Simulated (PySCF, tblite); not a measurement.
**C2H11O2Si3 radical: geometry, infrared bands and EPR parameters**

Aim: predict the infrared bands and EPR parameters of C2H11O2Si3 radical (`C[C](O)[SiH2]O[SiH2][SiH3]`).

Programs: tblite 0.8.0 and PySCF 2.14.0, with density-fitted response routines of our own. Each step states its level of theory. These are calculated values for one molecule in the gas phase, unless marked as measured. Atoms count from 0, in the outputs and in this text.

**1. Starting geometry**

18 atoms, charge 0, multiplicity 2; geometry from: force field or distance geometry start.

Bonds of the start (Å): C0–C1 1.48, C1–O2 1.37, C1–Si3 1.83, Si3–O4 1.65, O4–Si5 1.66, Si5–Si6 2.32, C0–H7 1.10, C0–H8 1.10, C0–H9 1.10, O2–H10 0.97, Si3–H11 1.49, Si3–H12 1.48, Si5–H13 1.49, Si5–H14 1.48, Si6–H15 1.50, Si6–H16 1.49, Si6–H17 1.48.

**2. Geometry optimisation with GFN2-xTB**

What the job is given:

```
{"job": {"kind": "relax", "xc": "GFN2-xTB", "basis": "xTB"}, "charge": 0, "multiplicity": 2}
C     -3.361000    -0.244300     0.860300
C     -2.242200    -0.103200    -0.105100
O     -2.487400    -0.441500    -1.410800
Si    -0.593000     0.468400     0.451200
O      0.469500     0.452900    -0.810000
Si     2.050500     0.844900    -1.123400
Si     3.521900    -0.378600     0.187700
H     -3.598200     0.724900     1.333600
H     -3.130600    -0.969100     1.649400
H     -4.278000    -0.590400     0.354800
H     -1.716000    -0.325200    -1.987800
H     -0.069000    -0.444000     1.511600
H     -0.682400     1.834700     1.019700
H      2.245000     2.298100    -0.874600
H      2.324300     0.602700    -2.558000
H      3.254700    -0.117100     1.645100
H      3.352000    -1.836500    -0.051400
H      4.931100    -0.017100    -0.104000
```

Command:

```
> OMP_NUM_THREADS=1 python probes_run.py task.json out
```

The driver reads the jobs from task.json and runs them one after another.

What it wrote:

```text
step      E/eV     max force
  0    -632.33409    0.772
  1    -632.38048    0.458
  2    -632.42546    0.576
  3    -632.44482    0.422
  4    -632.46321    0.292
  5    -632.47187    0.276
  6    -632.48293    0.278
  7    -632.49520    0.443
  8    -632.50682    0.420
  9    -632.51384    0.223
 10    -632.51772    0.162
 11    -632.52092    0.137
 12    -632.52427    0.162
 13    -632.52662    0.106
 14    -632.52799    0.087
 15    -632.52904    0.095
 16    -632.53036    0.108
 17    -632.53217    0.125
 18    -632.53432    0.138
 19    -632.53644    0.133
 20    -632.53849    0.110
 21    -632.54061    0.130
 22    -632.54265    0.109
 23    -632.54445    0.096
 24    -632.54620    0.096
 25    -632.54826    0.111
 26    -632.55073    0.115
 27    -632.55319    0.103
 28    -632.55513    0.093
 29    -632.55659    0.086
 30    -632.55796    0.098
 31    -632.55958    0.114
 32    -632.56136    0.107
 33    -632.56302    0.095
 34    -632.56439    0.098
 35    -632.56558    0.095
 36    -632.56673    0.070
 37    -632.56784    0.080
 38    -632.56884    0.075
 39    -632.56972    0.059
 40    -632.57047    0.056
 41    -632.57110    0.054
 42    -632.57164    0.066
 43    -632.57220    0.066
 44    -632.57285    0.056
 45    -632.57359    0.078
 46    -632.57431    0.072
 47    -632.57485    0.053
 48    -632.57525    0.047
 49    -632.57563    0.065
 50    -632.57608    0.074
 51    -632.57656    0.063
 52    -632.57701    0.054
 53    -632.57742    0.044
 54    -632.57783    0.054
 55    -632.57832    0.070
 56    -632.57881    0.049
 57    -632.57922    0.048
 58    -632.57956    0.044
 59    -632.57999    0.068
 60    -632.58062    0.077
 61    -632.58128    0.064
 62    -632.58169    0.033
 63    -632.58182    0.024
 64    -632.58189    0.023
 65    -632.58200    0.024
 66    -632.58216    0.031
 67    -632.58234    0.024
 68    -632.58243    0.015
 69    -632.58245    0.011
 70    -632.58247    0.009
```

Run time: 0.54 s. Hardware: 1 thread of Arm Neoverse V2, shared host.

Step by step: (not every step is listed)

```tsv
step	energy from step 0 (eV)	largest force (eV/Å)
0	0.0000	0.7717
1	-0.0464	0.4585
2	-0.0914	0.5761
3	-0.1107	0.4221
4	-0.1291	0.2917
5	-0.1378	0.2759
6	-0.1488	0.2778
7	-0.1611	0.4425
8	-0.1727	0.4195
13	-0.1925	0.1056
18	-0.2002	0.1376
23	-0.2104	0.0965
28	-0.2210	0.0930
33	-0.2289	0.0946
38	-0.2348	0.0754
43	-0.2381	0.0664
48	-0.2412	0.0474
53	-0.2433	0.0440
58	-0.2455	0.0443
63	-0.2477	0.0239
65	-0.2479	0.0242
66	-0.2481	0.0309
67	-0.2483	0.0236
68	-0.2483	0.0146
69	-0.2484	0.0110
70	-0.2484	0.0094
```

Close pairs (by a distance rule), those that changed most:

```tsv
bond	before (Å)	after (Å)	change (Å)
Si6–H15	1.505	1.469	-0.036
O4–Si5	1.659	1.627	-0.032
Si3–H11	1.494	1.470	-0.024
Si5–Si6	2.320	2.299	-0.021
Si5–H13	1.487	1.469	-0.019
Si6–H16	1.487	1.469	-0.018
Si6–H17	1.484	1.468	-0.016
C0–H9	1.103	1.087	-0.016
```

The final coordinates are the input of the step that follows.

**3. Harmonic vibrations with GFN2-xTB**

What the job is given:

```
{"job": {"kind": "ir", "xc": "GFN2-xTB", "basis": "xTB"}, "charge": 0, "multiplicity": 2}
C     -3.391788    -0.287582     0.694243
C     -2.112279    -0.057170    -0.030362
O     -2.165781    -0.340637    -1.365643
Si    -0.561342     0.558627     0.759617
O      0.447799     0.596985    -0.525113
Si     1.938789     0.788707    -1.146330
Si     3.456802    -0.393152     0.112627
H     -3.741913     0.632505     1.163659
H     -3.258138    -1.022392     1.489068
H     -4.150613    -0.644207     0.002336
H     -1.298364    -0.152384    -1.747003
H      0.028622    -0.347057     1.755701
H     -0.631194     1.918827     1.307812
H      2.163922     2.238850    -1.202816
H      1.733572     0.314041    -2.522676
H      3.338793    -0.169028     1.559592
H      3.362533    -1.847709    -0.068491
H      4.831821    -0.027561    -0.247878
```

What it wrote:

```text
mode    cm-1     km/mol
  1     -90.2      0.86
  2       5.5      0.14
  3      25.0      0.09
  4      39.3      0.16
  5      52.9      0.33
  6      76.1      0.36
  7     126.0      3.12
  8     192.7     11.81
  9     227.1      0.93
 10     264.2      2.50
 11     369.4     52.69
 12     389.4      0.38
 13     445.2     42.55
 14     476.7      1.80
 15     476.9     22.79
 16     483.6      0.83
 17     546.5     52.12
 18     559.3     99.17
 19     583.5     20.13
 20     636.6     88.47
 21     654.8     20.50
 22     719.8   1217.19
 23     762.3    283.42
 24     792.8    219.22
 25     806.3    109.42
 26     821.5    181.19
 27     826.1    183.43
 28     827.9    116.31
 29     990.1      0.86
 30     998.1      0.52
 31    1044.2    624.63
 32    1114.5    134.99
 33    1279.8     35.65
 34    1342.5    118.32
 35    1387.2      9.12
 36    1458.4     12.13
 37    1477.5      0.11
 38    2154.0    288.10
 39    2167.4    281.20
 40    2194.6     78.45
 41    2206.9     65.95
 42    2213.3    675.16
 43    2217.2    369.32
 44    2221.9    364.28
 45    2962.1     24.87
 46    2987.5     23.44
 47    3045.0     14.65
 48    3489.2     36.69
```

Wall time 0.71 s (1 thread of Arm Neoverse V2, shared host).

Which atoms move in the most intense modes:

```tsv
cm⁻¹	km/mol	atoms
720	1217.2	H14 25 %, H13 14 %, H11 12 %
762	283.4	H11 26 %, H12 26 %, Si3 17 %
1044	624.6	O4 76 %, Si5 10 %
2154	288.1	H11 58 %, H12 33 %
2167	281.2	H14 62 %, H13 26 %
2213	675.2	H12 32 %, H15 26 %, H11 18 %, H16 16 %
2217	369.3	H16 51 %, H15 33 %, H13 10 %
2222	364.3	H17 96 %
```

**4. g tensor and hyperfine couplings: B3LYP/pcH-1**

Same as in step 3 but for these lines:

```diff
@@ -1,2 +1,2 @@
-{"job": {"kind": "ir", "xc": "GFN2-xTB", "basis": "xTB"}, "charge": 0, "multiplicity": 2}
+{"job": {"kind": "epr", "basis": "pcH-1"}, "charge": 0, "multiplicity": 2}
 C     -3.391788    -0.287582     0.694243
```

Method: UKS B3LYP, pcH-1 on C H O Si, non-relativistic, mean-field spin-orbit, GIAO.

What it wrote:

```text
UKS, coarse grid
  cycle   1  E = -1101.64477102  |g| = 7.44e-01
  cycle   2  E = -1101.21926630  |g| = 1.29e+00
  cycle   3  E = -1101.82407463  |g| = 1.27e-01
  cycle   4  E = -1101.82951777  |g| = 5.83e-02
  cycle   5  E = -1101.83100570  |g| = 1.25e-02
  cycle   6  E = -1101.83105236  |g| = 6.20e-03
  cycle   7  E = -1101.83106833  |g| = 1.27e-03
  cycle   8  E = -1101.83106845  |g| = 5.63e-04
UKS, final grid
  cycle   1  E = -1101.83111372  |g| = 7.18e-04
  cycle   2  E = -1101.83111346  |g| = 1.11e-03
  cycle   3  E = -1101.83111395  |g| = 1.25e-04
  cycle   4  E = -1101.83111396  |g| = 3.09e-05
  cycle   5  E = -1101.83111396  |g| = 1.64e-05
E = -1101.83111396 Eh   <S^2> = 0.7535 (exact 0.7500)
g shifts (ppm)      1          2          3
  rmc          -185       -185       -185
  gc             -7         40         29
  oz_so          48       1112       2501
  total        -143        967       2345
hyperfine (MHz)  atom isotope    a_iso     a_fc   dipolar eigenvalues
    0   13C     -27.64     -27.65     -2.02      0.45      1.57
    1   13C      73.85      73.89    -70.51    -69.19    139.70
    2   17O     -22.11     -22.18    -72.80     35.49     37.31
    3  29Si      47.44      47.47     -3.85     -0.37      4.22
    4   17O       1.63       1.63     -0.41     -0.33      0.73
    5  29Si       0.99       0.99     -0.28      0.13      0.15
    6  29Si      -0.69      -0.69     -0.17      0.07      0.10
    7    1H      85.65      85.65     -4.78     -3.64      8.42
    8    1H      86.24      86.24     -4.81     -3.66      8.46
    9    1H       1.15       1.14     -4.07     -3.78      7.85
   10    1H     -13.76     -13.79    -13.48     -9.87     23.35
   11    1H      42.88      42.88     -3.21     -2.11      5.32
   12    1H      42.57      42.57     -3.21     -2.08      5.30
   13    1H       0.63       0.63     -0.61     -0.58      1.19
   14    1H       0.03       0.03     -0.77     -0.74      1.52
   15    1H       0.05       0.05     -0.46     -0.42      0.88
   16    1H      -0.02      -0.02     -0.42     -0.40      0.82
   17    1H       0.43       0.43     -0.24     -0.23      0.47
```

Run time: 2.4 min. Hardware: 1 thread of Arm Neoverse V2, shared host; peak memory 1.1 GiB.

Principal g values 2.00218, 2.00329, 2.00466; g(iso) = 2.00338, against 2.00232 for a free electron.

Mean a(iso) over the nuclei that a row names, and the largest dipolar term of the row (other rows stand at the frozen geometry):

```tsv
nuclei	isotope	a(iso) (MHz)	a(iso) (G, at g = 2.0023)	largest dipolar term (MHz)
C1	13C	73.8	26.4	139.7
H7, H8, H9	1H	57.7	20.6	8.5
Si3	29Si	47.4	16.9	4.2
H11, H12	1H	42.7	15.2	5.3
C0	13C	-27.6	-9.9	-2.0
O2	17O	-22.1	-7.9	-72.8
H10	1H	-13.8	-4.9	23.4
O4	17O	1.6	0.6	0.7
Si5	29Si	1.0	0.4	-0.3
Si6	29Si	-0.7	-0.2	-0.2
H13, H14	1H	0.3	0.1	1.5
H15, H16, H17	1H	0.2	0.1	0.9
```

Mulliken spin populations:

C0 -0.07; C1 0.82; O2 0.14; Si3 0.00; O4 0.00; Si5 0.00; Si6 0.00; H7 0.03; H8 0.03; H9 0.00; H10 -0.01; H11 0.02; H12 0.02; H13 0.00; H14 0.00; H15 0.00; H16 0.00; H17 0.00

In first order the couplings over 0.8 MHz of 1H give 24 distinct lines over 97.1 G, if the averaged nuclei exchange fast; the same motion can average rows kept apart here too.

The fields below are evaluated on a grid from the run's orbitals.

ELF in a plane through or near 8 of the atoms.

Ten even steps from '0' (0.00) to '9' (1.00):
```
0000000000000000000000000000
0000000000000000000000000000
0000000003520000000000000000
0000000079995000000000000000
0000000199996001113100000000
0000000089992008768500000000
0000000069960108988500000000
0000100144223613577105710000
0005752484147830275159940000
0059997389447733714789950000
0079995218414425967528720000
0069992753100233653655100000
0038982025100896211997100000
0001115999206999401998100000
0000006999205999500886000000
0000005999002999400010000000
0000002575000575100000000000
0000000000000000000000000000
0000000000000000000000000000
0000000000000000000000000000
```
The map spans 14.8 Å across and 9.7 Å up, centred on the molecule. Atoms in the plane (x, y in Å): C0 (3.5, -0.4), C1 (2.1, 0.2), Si6 (-3.4, -0.6), H8 (3.4, -1.3), H9 (4.1, 0.3), H10 (1.1, 1.8), H14 (-2.0, 2.3), H17 (-4.8, -0.4).

log10 of the density (e/Å³) in the same plane.

Ten even steps from ' ' (-4.0) to '@' (1.3):
```
                                                        
                ..........                              
              ..::----::::..                            
            ..::--======--::..::::--::..                
            ::--==++**++==::::--======--..              
          ..::--++##%%**++--==++******++--::..          
        ..::--==++####**++==++**##%%##++----::..        
    ..::----====++**********++**##%%##++======--..      
  ..::--====++++********####**++**####******++--::      
  ..--==++******##******####****##%%%%######**==::..    
  ..--==**########**++++********######%%%%##**==::..    
  ..--==**####@@@@**++====++**********######++--::      
  ..--==++****####**======******++++++####**==--..      
    ::::--==++**##**==--==**##**++====****++==::        
    ..::--==++****++==--==++**++==----======--..        
        ..::====++==--::--======--::::::::::..          
        ..::--------::::::------::..........            
            ..::::....  ..........                      
                ..                                      
                                                        
```
The map spans 14.8 Å across and 9.7 Å up, centred on the molecule. Atoms in the plane (x, y in Å): C0 (3.5, -0.4), C1 (2.1, 0.2), Si6 (-3.4, -0.6), H8 (3.4, -1.3), H9 (4.1, 0.3), H10 (1.1, 1.8), H14 (-2.0, 2.3), H17 (-4.8, -0.4).

On the surface of density 0.002 e/bohr³ the electrostatic potential runs, from the 1st to the 99th percentile, from -1.26 V near O2 to 1.69 V near H10.

The spin density lies nearest to C1 62 %; O2 17 %.

**5. Results**

| quantity | value |
| --- | --- |
| strongest single infrared mode (GFN2-xTB) | 720 cm⁻¹, 1217 km/mol |
| zero-point energy (GFN2-xTB) | 73.1 kcal/mol |
| g(iso) (B3LYP) | 2.00338 |
| ⟨S²⟩ | 0.753 (exact 0.75) |
| largest a(iso) (averaged by class) | 13C on C1, 73.8 MHz |
| potential on the surface of density 0.002 e/bohr³, 1st and 99th percentile | -1.26 V and 1.69 V |

In words: Over 70 steps the energy fell by 0.248 eV; of the close pairs, Si6–H15 changed most, 1.505 to 1.469 Å. The lowest mode is imaginary (90i cm⁻¹), so the xTB geometry is not a minimum: the zero-point energy counts the real modes alone, and all values at this geometry belong to a saddle point. The strongest single mode, at 720 cm⁻¹, has its largest shares on H14, H13 and H11 (the list is cut at 3 atoms). Unscaled tight-binding wavenumbers are off by several per cent, some by more. Its intensities can rank the bands wrongly. Most of the unpaired spin sits on C1 (0.82 e). The isotropic g lies 1.1 ppt above the free-electron value. These values are for one conformer; the search (at its own cheap level) found 2 more, at 1.06, 1.19 kcal/mol, and measured spectra average over such forms.
